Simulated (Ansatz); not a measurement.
## CH5AlBNO2, SMILES N[CH]1[O][Al]1[BH]O: a geometry optimisation, step by step

Program: Ansatz's Python interface.

Run as a notebook:

```python
import ansatz
import numpy as np
```

```python
GEOMETRY = '''
N    -0.21560   -2.26770   -0.82080
C     0.29580   -1.28810    0.13560
O     1.59050   -0.93860   -0.20020
Al    0.58650    0.54570   -0.46990
B    -0.24270    2.37350    0.04880
O    -0.48010    2.71100    1.47120
H     0.19230   -2.07280   -1.77160
H     0.04870   -3.16800   -0.53700
H     0.18920   -1.54900    1.24700
H    -0.47540    3.18660   -0.74300
H    -1.42380    2.41050    1.66060
'''
```

```python
ch5albno2 = ansatz.Crystal.molecule()
for line in GEOMETRY.strip().splitlines():
    symbol, *xyz = line.split()
    ch5albno2 = ch5albno2.atom(symbol, [float(v) for v in xyz])
```

```python
calculation = (
    ch5albno2.calculation()
    .basis(gaussian='def2-SVP')
    .functional('HF')
)
symbols = [site.symbol for site in ch5albno2.cartesian_sites]
start = np.array([site.position_ang for site in ch5albno2.cartesian_sites], dtype=float)
def progress(event):
    if event['event'] == 'relax_step':
        row = event['data']
        print(f'step {row["step"]:3d}  E = {row["lagrangian_ev"]:.6f} eV  largest force component {row["allowed_force_max_ev_ang"]:.4f} eV/A')
```

```python
r = calculation.relax(force_tolerance=0.005).session().plan().execute(on_event=progress).report
end = np.array(r['positions_ang'])
```

    step   1  E = -13909.957581 eV  largest force component 3.3388 eV/A
    step   2  E = -13910.921952 eV  largest force component 2.1145 eV/A
    step   3  E = -13911.219794 eV  largest force component 1.4675 eV/A
    step   4  E = -13911.471118 eV  largest force component 1.8321 eV/A
    step   5  E = -13911.683776 eV  largest force component 1.0694 eV/A
    step   6  E = -13911.838142 eV  largest force component 1.0352 eV/A
    step   7  E = -13911.962348 eV  largest force component 0.8403 eV/A
    step   8  E = -13912.061556 eV  largest force component 0.4928 eV/A
    step   9  E = -13912.096893 eV  largest force component 0.7618 eV/A
    step  10  E = -13912.033147 eV  largest force component 2.3764 eV/A
    step  11  E = -13912.132730 eV  largest force component 0.2859 eV/A
    step  12  E = -13912.135940 eV  largest force component 0.1464 eV/A
    step  13  E = -13912.135240 eV  largest force component 0.1819 eV/A
    step  14  E = -13912.138838 eV  largest force component 0.0453 eV/A
    step  15  E = -13912.139269 eV  largest force component 0.1885 eV/A
    step  16  E = -13912.140075 eV  largest force component 0.0395 eV/A
    step  17  E = -13912.140124 eV  largest force component 0.0234 eV/A
    step  18  E = -13912.140187 eV  largest force component 0.0084 eV/A
    step  19  E = -13912.140199 eV  largest force component 0.0097 eV/A
    step  20  E = -13912.140200 eV  largest force component 0.0082 eV/A
    step  21  E = -13912.140206 eV  largest force component 0.0013 eV/A

```python
print('reference energy %16.6f eV' % r['reference_energy_ev'])
print('total energy     %16.6f eV' % r['free_energy_ev'])
print('occupied orbitals outside the frozen core (up, down):', r['n_occupied'], ' frozen:', r['n_frozen'], ' virtual:', r['n_virtual'])
```

    reference energy    -13912.140206 eV
    total energy        -13912.140206 eV
    occupied orbitals outside the frozen core (up, down): [26, 26]  frozen: 0  virtual: [87, 87]

```python
print('final positions (A) and the move of each atom')
for symbol, xyz, old in zip(symbols, end, start):
    print(f'{symbol:2s} {xyz[0]:10.5f} {xyz[1]:10.5f} {xyz[2]:10.5f}   {np.linalg.norm(xyz - old):7.4f}')
```

    final positions (A) and the move of each atom
    N    -0.01645   -2.51443   -0.94107    0.3391
    C     0.23134   -1.64328    0.14831    0.3612
    O     1.42671   -0.80267    0.04497    0.3247
    Al    0.10481    0.26022    0.21531    0.8849
    B    -0.44396    2.34481    0.24796    0.2846
    O    -0.65364    2.91844    1.44343    0.2719
    H    -0.11454   -2.03737   -1.81716    0.3122
    H     0.72537   -3.18816   -1.04235    0.8448
    H     0.28053   -2.23156    1.06396    0.7126
    H    -0.57928    3.00441   -0.75511    0.2101
    H    -0.89548    3.83271    1.41246    1.5373

```python
charges = r['charge_distribution']
print('dipole moment', round(4.803205 * float(np.linalg.norm(charges['dipole_moment_e_ang'])), 3), 'D')
print('Mulliken:', [(s, round(q, 3)) for s, q in zip(symbols, charges['mulliken_charges_e'])])
```

    dipole moment 4.978 D
    Mulliken: [('N', -0.286), ('C', 0.098), ('O', -0.699), ('Al', 0.849), ('B', -0.056), ('O', -0.243), ('H', 0.096), ('H', 0.108), ('H', 0.029), ('H', -0.101), ('H', 0.205)]

Notes:
- Total energies depend on the basis set; only differences at equal settings carry meaning.
- The end point is the stationary point reached from this start; no frequency run checks that it is a minimum, and the basis set is modest.
- The whole script took 64 s on 1 thread of AMD EPYC 7B13 (Zen 3), with other jobs on the host, peak memory 0.31 GiB.
